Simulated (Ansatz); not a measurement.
# Ti: a trigonal deformation path

This session takes Ti and sets out to look for other minima along a trigonal path.

Computed with Ansatz 0.2.0 (DFT r2SCAN, scalar-relativistic, plane waves, PAW, unless a step's input says otherwise).

## 1. The structure to begin with

It takes space group Fm-3m (No. 225, cubic). Conventional cell: a = 4.060 Å, b = 4.060 Å, c = 4.060 Å, α = 90.00°, β = 90.00°, γ = 90.00°. Ti (site symmetry m-3m) has 12 Ti at 2.87 Å as nearest neighbours.

Structure file:

```xyz
1
Lattice="0.0000 2.0300 2.0300 2.0300 0.0000 2.0300 2.0300 2.0300 0.0000" Properties=species:S:1:pos:R:3 pbc="T T T"
Ti    0.0000    0.0000    0.0000
```

No relaxation comes first: the listed cell is the starting point.

## 2. The reference cell

The reference gives a free energy of -2504.2989 eV, pressure 4.42 GPa, largest force 0.000 eV/Å and gap on the mesh none (metal). It was computed beforehand with the settings of the runs below.

## 3. Next: a trigonal deformation path

At fixed volume and fractional coordinates, lengths along (0.577, 0.577, 0.577) are scaled against those across it; ρ is that ratio over its starting value.

## 4. Point ρ = 0.500

Input file input.yaml:

```yaml
crystal:
  lattice:
    - [-0.8525465771, 1.7050931542, 1.7050931542]
    - [1.7050931542, -0.8525465771, 1.7050931542]
    - [1.7050931542, 1.7050931542, -0.8525465771]
  atoms:
    - { symbol: Ti, position: [0.0, 0.0, 0.0] }
basis:
  ecutwfc: 500
kpoints:
  mp_grid: { grid: [22, 22, 22] }
hamiltonian:
  xc: r2scan
scf:
  occupations: { method: gaussian, width: 0.15 }
output:
  forces: true
  stress: true
  eigenvalues: true
```

Run with:

```sh
ansatz run input.yaml --threads 1 --pin off --max-ram 2560MiB --backend cpu --events-out ev --progress --plain --runs-dir out
```

The program printed, shortened:

```text
Warning: RAYON_NUM_THREADS=1 ignored (pool sized by the plan → 1); use --threads N
[...]
Pseudopotentials: kind: paw
Pseudopotential: Ti, paw, valence charge 12, recommended cutoff 500 eV (meta_gga), Ti.paw.azcp
Functional definition: r2SCAN
[...]
Crystal: 1 atoms, lattice volume = 16.731 Å³
Basis set: ecut = 500 eV, 437 PW (Γ), exchange–correlation on 80×80×80 points (64 copies of the dense FFT grid, shifted against one another)
Bands: 10, of which v1, the nominal top of the filled ones, is band 6 counted from 1 (5 counted from 0)
Symmetry: 48 space group operations
Space group: Pm-3m (ITA 221), of the structure as read, at distance tolerance 2.6e-5 Å
k-points: 364 of 10648
[...]
SCF iter   1: F=—  HF=-2503.382268 eV  |F-HF|=—  |Δ(HF+E_count)|=         —  Δρ=9.57e-3  dr2=4.34e-3  dr2_τ=1.77e-2  ethr=1.77e-3  ⟨swp⟩=4.9  Hψ=21025  notcnv=0
[...]
SCF iter   6: F=-2503.436355 eV  HF=-2503.436355 eV  |F-HF|=2.13e-9  |Δ(HF+E_count)|=   1.55e-6  Δρ=5.25e-6  dr2=4.76e-9  dr2_τ=3.83e-10  ethr=8.33e-10  ⟨swp⟩=3.0  Hψ=14558  notcnv=0
[...]
SCF converged after 6 iterations
Free energy (F): -2503.436355 eV
[...]
E sigma→0 (E₀):  -2503.426035 eV
Entropy (-TS):   -0.020640 eV (-20.640 meV/atom)
Fermi energy:    13.808482 eV
[...]
--- Forces (eV/Å), atoms counted from 1 ---
  atom   1  Ti    -0.00000000     0.00000000    -0.00000000
[...]
--- Stress (GPa, compression-positive) ---
        7.232658       0.000000      -0.000000
        0.000000       7.232658      -0.000000
       -0.000000      -0.000000       7.232658
  P = ⅓ Tr σ = 7.2327 GPa (72.327 kbar)
--- Band table (eV; the first three rows and the last of 364) ---
  k-point 0: bands = ["-45.0035", "-19.5821", "-19.5821", "-19.5821", "7.5323", "12.2145", "12.2145", "18.4677", "18.4677", "18.4677"]
[...]
```

Run time: 16 s. Hardware: 1 thread of Intel Xeon at 2.50GHz (Skylake/Cascade Lake), shared host; peak memory 0.42 GiB.

## 5. At ρ = 2.000

input.yaml, as its differences from that of step 4:

```diff
@@ -2,5 +2,5 @@
   lattice:
-    - [-0.8525465771, 1.7050931542, 1.7050931542]
-    - [1.7050931542, -0.8525465771, 1.7050931542]
-    - [1.7050931542, 1.7050931542, -0.8525465771]
+    - [1.0741413785, 2.6853534462, 2.6853534462]
+    - [2.6853534462, 1.0741413785, 2.6853534462]
+    - [2.6853534462, 2.6853534462, 1.0741413785]
   atoms:
```

Run with:

```sh
ansatz run input.yaml --threads 1 --pin off --max-ram 2560MiB --backend cpu --events-out ev --progress --plain --runs-dir out
```

The program printed, shortened:

```text
[...]
SCF converged after 6 iterations
Free energy (F): -2502.375305 eV
[...]
E sigma→0 (E₀):  -2502.372798 eV
Entropy (-TS):   -0.005014 eV (-5.014 meV/atom)
Fermi energy:    13.383889 eV
[...]
--- Forces (eV/Å), atoms counted from 1 ---
  atom   1  Ti    -0.00000000     0.00000000    -0.00000000
[...]
--- Stress (GPa, compression-positive) ---
       28.651224     -27.596173     -27.596173
      -27.596173      28.651224     -27.596173
      -27.596173     -27.596173      28.651224
  P = ⅓ Tr σ = 28.6512 GPa (286.512 kbar)
--- Band table (eV; the first three rows and the last of 1024) ---
  k-point 0: bands = ["-45.5730", "-20.4892", "-18.4540", "-18.4540", "8.2488", "11.3054", "15.0005", "15.0005", "19.0982", "19.0982"]
[...]
```

Run time: 48 s. Hardware: 1 thread of Intel Xeon at 2.50GHz (Skylake/Cascade Lake), shared host; peak memory 0.56 GiB.

## 6. At ρ = 0.710

Input file input.yaml:

```yaml
crystal:
  lattice:
    - [-0.4399297452, 1.835568937, 1.835568937]
    - [1.835568937, -0.4399297452, 1.835568937]
    - [1.835568937, 1.835568937, -0.4399297452]
  atoms:
    - { symbol: Ti, position: [0.0, 0.0, 0.0] }
basis:
  ecutwfc: 500
kpoints:
  mp_grid: { grid: [22, 22, 22] }
hamiltonian:
  xc: r2scan
scf:
  occupations: { method: gaussian, width: 0.15 }
output:
  forces: true
  stress: true
  eigenvalues: true
  write_density: true
  write_potential: true
  elf: true
  volumetric_format: npy
```

Run with:

```sh
ansatz run input.yaml --threads 1 --pin off --max-ram 2560MiB --backend cpu --events-out ev --progress --plain --runs-dir out
```

The program printed, shortened:

```text
Warning: RAYON_NUM_THREADS=1 ignored (pool sized by the plan → 1); use --threads N
[...]
[... 3 set-up lines as earlier in the session ...]
[...]
Crystal: 1 atoms, lattice volume = 16.731 Å³
Basis set: ecut = 500 eV, 433 PW (Γ), exchange–correlation on 80×80×80 points (64 copies of the dense FFT grid, shifted against one another)
Bands: 10, of which v1, the nominal top of the filled ones, is band 6 counted from 1 (5 counted from 0)
Symmetry: 12 space group operations
Space group: R-3m (ITA 166), of the structure as read, at distance tolerance 2.6e-5 Å
k-points: 1024 of 10648
[...]
SCF iter   1: F=—  HF=-2503.837110 eV  |F-HF|=—  |Δ(HF+E_count)|=         —  Δρ=1.16e-2  dr2=1.65e-2  dr2_τ=1.28e-2  ethr=1.77e-3  ⟨swp⟩=4.6  Hψ=57160  notcnv=0
[...]
SCF iter   6: F=-2503.873296 eV  HF=-2503.873296 eV  |F-HF|=5.61e-9  |Δ(HF+E_count)|=   7.90e-7  Δρ=1.86e-5  dr2=3.51e-8  dr2_τ=1.56e-9  ethr=8.33e-10  ⟨swp⟩=8.2  Hψ=64353  notcnv=0
[...]
SCF converged after 6 iterations
Free energy (F): -2503.873296 eV
[...]
E sigma→0 (E₀):  -2503.862508 eV
Entropy (-TS):   -0.021577 eV (-21.577 meV/atom)
Fermi energy:    13.667574 eV
[...]
--- Forces (eV/Å), atoms counted from 1 ---
  atom   1  Ti     0.00000000     0.00000000    -0.00000000
[...]
--- Stress (GPa, compression-positive) ---
        4.970642       8.630217       8.630217
        8.630217       4.970642       8.630217
        8.630217       8.630217       4.970642
  P = ⅓ Tr σ = 4.9706 GPa (49.706 kbar)
--- Band table (eV; the first three rows and the last of 1024) ---
  k-point 0: bands = ["-45.0628", "-19.8030", "-19.8030", "-19.5626", "7.4082", "13.1497", "13.1497", "17.4152", "17.5889", "17.5889"]
[...]
```

Run time: 63 s. Hardware: 1 thread of Intel Xeon at 2.50GHz (Skylake/Cascade Lake), shared host; peak memory 0.54 GiB.

The maps below are laid out on this run's own conventional cell (a, b, c = 3.218, 3.218, 5.597 Å).

Density in a lattice plane of the grid's cell (edges 3.22 and 5.60 Å, at 0.000 of the third edge), which holds Ti.

Values in e/Å³, 12 rows by 6 columns:
```
 6.00  2.01  0.23  0.18  0.23  2.01
 0.53  0.31  0.20  0.19  0.20  0.31
 0.22  0.21  0.23  0.28  0.23  0.21
 0.18  0.18  0.27  0.47  0.27  0.18
 0.16  0.17  0.23  0.35  0.23  0.17
 0.16  0.16  0.20  0.25  0.20  0.16
 0.16  0.17  0.23  0.35  0.23  0.17
 0.18  0.18  0.27  0.47  0.27  0.18
 0.22  0.21  0.23  0.28  0.23  0.21
 0.53  0.31  0.20  0.19  0.20  0.31
 6.00  2.01  0.23  0.18  0.23  2.01
10.25  4.68  0.27  0.18  0.27  4.68
```
Columns run along the first of these edges and rows up along the second, over one cell in 6 and 12 even steps from the bottom left corner. Atoms in the plane (fractional): Ti at (0.00, 0.00).

ELF in the same plane.

Ten even steps from '0' (0.00) to '9' (0.69):
```
35862246422685
99741356531479
54322344432234
22333221223332
66542111112456
88631111111368
88631122211368
98632122212368
99753222223579
99864322234689
99753222223579
98632122212368
88631122211368
88631111111368
66542111112456
22333221223332
54322344432234
99741356531479
35862246422685
02883146413882
```
Columns run along the first of these edges and rows up along the second, over one cell in 14 and 20 even steps from the bottom left corner. Atoms in the plane (fractional): Ti at (0.00, 0.00).

Both are smooth fields of the valence electrons: close to the nuclei they are not physical.

The highest ELF values outside the cores: 0.69 between the atoms, 2.1 Å from Ti; 0.47 on the Ti–Ti line, 1.7 Å from Ti.

## 7. At ρ = 1.410

Input file input.yaml:

```yaml
crystal:
  lattice:
    - [0.4948219214, 2.3051460243, 2.3051460243]
    - [2.3051460243, 0.4948219214, 2.3051460243]
    - [2.3051460243, 2.3051460243, 0.4948219214]
  atoms:
    - { symbol: Ti, position: [0.0, 0.0, 0.0] }
basis:
  ecutwfc: 500
kpoints:
  mp_grid: { grid: [22, 22, 22] }
hamiltonian:
  xc: r2scan
scf:
  occupations: { method: gaussian, width: 0.15 }
output:
  forces: true
  stress: true
  eigenvalues: true
```

Run with:

```sh
ansatz run input.yaml --threads 1 --pin off --max-ram 2560MiB --backend cpu --events-out ev --progress --plain --runs-dir out
```

The program printed, shortened:

```text
[...]
SCF converged after 6 iterations
Free energy (F): -2503.869702 eV
[...]
E sigma→0 (E₀):  -2503.866992 eV
Entropy (-TS):   -0.005421 eV (-5.421 meV/atom)
Fermi energy:    13.734088 eV
[...]
--- Forces (eV/Å), atoms counted from 1 ---
  atom   1  Ti    -0.00000000     0.00000000     0.00000000
[...]
--- Stress (GPa, compression-positive) ---
        5.422599     -12.351532     -12.351532
      -12.351532       5.422599     -12.351532
      -12.351532     -12.351532       5.422599
  P = ⅓ Tr σ = 5.4226 GPa (54.226 kbar)
--- Band table (eV; the first three rows and the last of 1024) ---
  k-point 0: bands = ["-45.0765", "-20.0664", "-19.3851", "-19.3851", "7.5070", "12.6565", "15.2395", "15.2395", "17.7851", "17.7851"]
[...]
```

Wall time 50 s (1 thread of Intel Xeon at 2.50GHz (Skylake/Cascade Lake), shared host); peak memory 0.6 GiB.

## 8. ρ = 0.600

input.yaml, as its differences from that of step 7:

```diff
@@ -2,5 +2,5 @@
   lattice:
-    - [0.4948219214, 2.3051460243, 2.3051460243]
-    - [2.3051460243, 0.4948219214, 2.3051460243]
-    - [2.3051460243, 2.3051460243, 0.4948219214]
+    - [-0.6418216363, 1.7650094998, 1.7650094998]
+    - [1.7650094998, -0.6418216363, 1.7650094998]
+    - [1.7650094998, 1.7650094998, -0.6418216363]
   atoms:
```

Run with:

```sh
ansatz run input.yaml --threads 1 --pin off --max-ram 2560MiB --backend cpu --events-out ev --progress --plain --runs-dir out
```

The program printed, shortened:

```text
Warning: RAYON_NUM_THREADS=1 ignored (pool sized by the plan → 1); use --threads N
[...]
[... 3 set-up lines as earlier in the session ...]
[...]
Crystal: 1 atoms, lattice volume = 16.731 Å³
Basis set: ecut = 500 eV, 415 PW (Γ), exchange–correlation on 80×80×80 points (64 copies of the dense FFT grid, shifted against one another)
Bands: 10, of which v1, the nominal top of the filled ones, is band 6 counted from 1 (5 counted from 0)
[... 2 set-up lines as earlier in the session ...]
k-points: 1024 of 10648
[...]
SCF iter   1: F=—  HF=-2503.535285 eV  |F-HF|=—  |Δ(HF+E_count)|=         —  Δρ=1.01e-2  dr2=7.50e-3  dr2_τ=1.61e-2  ethr=1.77e-3  ⟨swp⟩=4.8  Hψ=58614  notcnv=0
[...]
SCF iter   6: F=-2503.582272 eV  HF=-2503.582272 eV  |F-HF|=9.33e-9  |Δ(HF+E_count)|=   5.05e-7  Δρ=9.63e-6  dr2=9.69e-9  dr2_τ=5.77e-10  ethr=8.33e-10  ⟨swp⟩=5.0  Hψ=45491  notcnv=0
[...]
SCF converged after 6 iterations
Free energy (F): -2503.582272 eV
[...]
E sigma→0 (E₀):  -2503.571457 eV
Entropy (-TS):   -0.021630 eV (-21.630 meV/atom)
Fermi energy:    13.704954 eV
[...]
--- Forces (eV/Å), atoms counted from 1 ---
  atom   1  Ti     0.00000000    -0.00000000     0.00000000
[...]
--- Stress (GPa, compression-positive) ---
        6.382900       7.185868       7.185868
        7.185868       6.382900       7.185868
        7.185868       7.185868       6.382900
  P = ⅓ Tr σ = 6.3829 GPa (63.829 kbar)
--- Band table (eV; the first three rows and the last of 1024) ---
  k-point 0: bands = ["-45.0245", "-19.6868", "-19.6868", "-19.5088", "7.4933", "12.4820", "12.4820", "18.1483", "18.1483", "18.2423"]
[...]
```

Wall time 50 s (1 thread of Intel Xeon at 2.50GHz (Skylake/Cascade Lake), shared host); peak memory 0.56 GiB.

## 9. At ρ = 0.850

Input file input.yaml:

```yaml
crystal:
  lattice:
    - [-0.21430044, 1.9287039597, 1.9287039597]
    - [1.9287039597, -0.21430044, 1.9287039597]
    - [1.9287039597, 1.9287039597, -0.21430044]
  atoms:
    - { symbol: Ti, position: [0.0, 0.0, 0.0] }
basis:
  ecutwfc: 500
kpoints:
  mp_grid: { grid: [22, 22, 22] }
hamiltonian:
  xc: r2scan
scf:
  occupations: { method: gaussian, width: 0.15 }
output:
  forces: true
  stress: true
  eigenvalues: true
  write_density: true
  write_potential: true
  elf: true
  volumetric_format: npy
```

Run with:

```sh
ansatz run input.yaml --threads 1 --pin off --max-ram 2560MiB --backend cpu --events-out ev --progress --plain --runs-dir out
```

The program printed, shortened:

```text
[...]
SCF converged after 6 iterations
Free energy (F): -2504.175074 eV
[...]
E sigma→0 (E₀):  -2504.167170 eV
Entropy (-TS):   -0.015807 eV (-15.807 meV/atom)
Fermi energy:    13.878581 eV
[...]
--- Forces (eV/Å), atoms counted from 1 ---
  atom   1  Ti    -0.00000000    -0.00000000    -0.00000000
[...]
--- Stress (GPa, compression-positive) ---
        4.603188       6.823278       6.823278
        6.823278       4.603188       6.823278
        6.823278       6.823278       4.603188
  P = ⅓ Tr σ = 4.6032 GPa (46.032 kbar)
--- Band table (eV; the first three rows and the last of 1024) ---
  k-point 0: bands = ["-45.1351", "-19.9040", "-19.9040", "-19.7655", "7.3115", "14.0955", "14.0955", "16.0869", "16.9954", "16.9954"]
[...]
```

Run time: 52 s. Hardware: 1 thread of Intel Xeon at 2.50GHz (Skylake/Cascade Lake), shared host; peak memory 0.55 GiB.

Axes a, b and c in the maps are those of this run's conventional cell (a, b, c = 3.031, 3.031, 6.310 Å).

Density in a lattice plane of the grid's cell (edges 3.03 and 6.31 Å, at 0.000 of the third edge), which holds Ti.

Ten even steps from ' ' (0.18 e/Å³) to '@' (10.21 e/Å³):
```
%%**--              --**
--::                  ::
                        
                        
                        
                        
                        
                        
                        
                        
                        
                        
                        
                        
                        
                        
                        
--::                  ::
%%**--              --**
@@%%++..          ..++%%
```
Columns run along the first of these edges and rows up along the second, over one cell in 12 and 20 even steps from the bottom left corner. Atoms in the plane (fractional): Ti at (0.00, 0.00).

ELF in the same plane.

Ten even steps from '0' (0.00) to '9' (0.75):
```
467413531476
875124642157
322234543222
444322222344
875311111357
874212221247
763112321136
874212221247
986421112468
997532223579
986421112468
874212221247
763112321136
874212221247
875311111357
444322222344
322234543222
875124642157
467413531476
027622422672
```
Columns run along the first of these edges and rows up along the second, over one cell in 12 and 20 even steps from the bottom left corner. Atoms in the plane (fractional): Ti at (0.00, 0.00).

Both are smooth fields of the valence electrons: close to the nuclei they are not physical.

Maxima of ELF outside the ion cores: 0.75 between the atoms, 2.0 Å from Ti.

## 10. At ρ = 1.200

Input file input.yaml:

```yaml
crystal:
  lattice:
    - [0.2547070852, 2.1650102238, 2.1650102238]
    - [2.1650102238, 0.2547070852, 2.1650102238]
    - [2.1650102238, 2.1650102238, 0.2547070852]
  atoms:
    - { symbol: Ti, position: [0.0, 0.0, 0.0] }
basis:
  ecutwfc: 500
kpoints:
  mp_grid: { grid: [22, 22, 22] }
hamiltonian:
  xc: r2scan
scf:
  occupations: { method: gaussian, width: 0.15 }
output:
  forces: true
  stress: true
  eigenvalues: true
```

Run with:

```sh
ansatz run input.yaml --threads 1 --pin off --max-ram 2560MiB --backend cpu --events-out ev --progress --plain --runs-dir out
```

The program printed, shortened:

```text
Warning: RAYON_NUM_THREADS=1 ignored (pool sized by the plan → 1); use --threads N
[...]
[... 3 set-up lines as earlier in the session ...]
[...]
Crystal: 1 atoms, lattice volume = 16.731 Å³
Basis set: ecut = 500 eV, 423 PW (Γ), exchange–correlation on 96×96×96 points (64 copies of the dense FFT grid, shifted against one another)
Bands: 10, of which v1, the nominal top of the filled ones, is band 6 counted from 1 (5 counted from 0)
[... 2 set-up lines as earlier in the session ...]
k-points: 1024 of 10648
[...]
SCF iter   1: F=—  HF=-2504.124223 eV  |F-HF|=—  |Δ(HF+E_count)|=         —  Δρ=1.15e-2  dr2=1.62e-2  dr2_τ=1.10e-2  ethr=1.77e-3  ⟨swp⟩=4.5  Hψ=55585  notcnv=0
[...]
SCF iter   6: F=-2504.154119 eV  HF=-2504.154119 eV  |F-HF|=4.40e-9  |Δ(HF+E_count)|=   3.30e-7  Δρ=8.99e-6  dr2=1.03e-8  dr2_τ=4.16e-10  ethr=8.33e-10  ⟨swp⟩=5.0  Hψ=44716  notcnv=0
[...]
SCF converged after 6 iterations
Free energy (F): -2504.154119 eV
[...]
E sigma→0 (E₀):  -2504.146102 eV
Entropy (-TS):   -0.016036 eV (-16.036 meV/atom)
Fermi energy:    13.891303 eV
[...]
--- Forces (eV/Å), atoms counted from 1 ---
  atom   1  Ti    -0.00000000     0.00000000     0.00000000
[...]
--- Stress (GPa, compression-positive) ---
        3.705623      -5.892516      -5.892516
       -5.892516       3.705623      -5.892516
       -5.892516      -5.892516       3.705623
  P = ⅓ Tr σ = 3.7056 GPa (37.056 kbar)
--- Band table (eV; the first three rows and the last of 1024) ---
  k-point 0: bands = ["-45.0525", "-19.9634", "-19.6490", "-19.6490", "7.3355", "13.6312", "15.2822", "15.2822", "17.1722", "17.1722"]
[...]
```

Wall time 47 s (1 thread of Intel Xeon at 2.50GHz (Skylake/Cascade Lake), shared host); peak memory 0.59 GiB.

## 11. At ρ = 1.700

input.yaml, as its differences from that of step 10:

```diff
@@ -2,5 +2,5 @@
   lattice:
-    - [0.2547070852, 2.1650102238, 2.1650102238]
-    - [2.1650102238, 0.2547070852, 2.1650102238]
-    - [2.1650102238, 2.1650102238, 0.2547070852]
+    - [0.793755069, 2.4946587882, 2.4946587882]
+    - [2.4946587882, 0.793755069, 2.4946587882]
+    - [2.4946587882, 2.4946587882, 0.793755069]
   atoms:
```

Run with:

```sh
ansatz run input.yaml --threads 1 --pin off --max-ram 2560MiB --backend cpu --events-out ev --progress --plain --runs-dir out
```

The program printed, shortened:

```text
Warning: RAYON_NUM_THREADS=1 ignored (pool sized by the plan → 1); use --threads N
[...]
[... 3 set-up lines as earlier in the session ...]
[...]
Crystal: 1 atoms, lattice volume = 16.731 Å³
Basis set: ecut = 500 eV, 439 PW (Γ), FFT grids on a1−a3, a2−a3, a3, exchange–correlation on 72×72×108 points (64 copies of the dense FFT grid, shifted against one another)
Bands: 10, of which v1, the nominal top of the filled ones, is band 6 counted from 1 (5 counted from 0)
[... 2 set-up lines as earlier in the session ...]
k-points: 1024 of 10648
[...]
SCF iter   1: F=—  HF=-2503.137978 eV  |F-HF|=—  |Δ(HF+E_count)|=         —  Δρ=1.70e-2  dr2=4.15e-2  dr2_τ=3.14e-2  ethr=1.77e-3  ⟨swp⟩=4.9  Hψ=61000  notcnv=0
[...]
SCF iter   6: F=-2503.198446 eV  HF=-2503.198446 eV  |F-HF|=1.40e-8  |Δ(HF+E_count)|=   6.79e-8  Δρ=1.17e-5  dr2=1.47e-8  dr2_τ=4.65e-10  ethr=8.33e-10  ⟨swp⟩=5.4  Hψ=48308  notcnv=0
[...]
SCF converged after 6 iterations
Free energy (F): -2503.198446 eV
[...]
E sigma→0 (E₀):  -2503.195985 eV
Entropy (-TS):   -0.004922 eV (-4.922 meV/atom)
Fermi energy:    13.579105 eV
[...]
--- Forces (eV/Å), atoms counted from 1 ---
  atom   1  Ti     0.00000000    -0.00000000    -0.00000000
[...]
--- Stress (GPa, compression-positive) ---
       14.474488     -21.169389     -21.169389
      -21.169389      14.474488     -21.169389
      -21.169389     -21.169389      14.474488
  P = ⅓ Tr σ = 14.4745 GPa (144.745 kbar)
--- Band table (eV; the first three rows and the last of 1024) ---
  k-point 0: bands = ["-45.2590", "-20.2580", "-18.9725", "-18.9725", "7.8548", "11.8009", "15.1001", "15.1001", "18.4577", "18.4577"]
[...]
```

It took 49 s on 1 thread of Intel Xeon at 2.50GHz (Skylake/Cascade Lake), shared host; peak memory 0.56 GiB.

## 12. All points together

The scan, with free energies counted from the undisturbed cell:

```tsv
ρ	ΔE (meV/atom)	pressure (GPa)	space group
0.500	862.6	7.2	Pm-3m
0.600	716.7	6.4	R-3m
0.710	425.6	5.0	R-3m
0.850	123.9	4.6	R-3m
1.000	0.0	4.4	Fm-3m
1.200	144.8	3.7	R-3m
1.410	429.2	5.4	R-3m
1.700	1100.5	14.5	R-3m
2.000	1923.6	28.7	R-3m
```

## 13. What came out

```
     quantity                         value
highest point  1923.6 meV/atom at ρ = 2.000
```

In words: No sampled point lies below the undisturbed cell. No further minimum shows among the sampled points. At ρ = 0.500 the cell takes another symmetry, Pm-3m, 862.6 meV/atom from the start at this fixed volume.
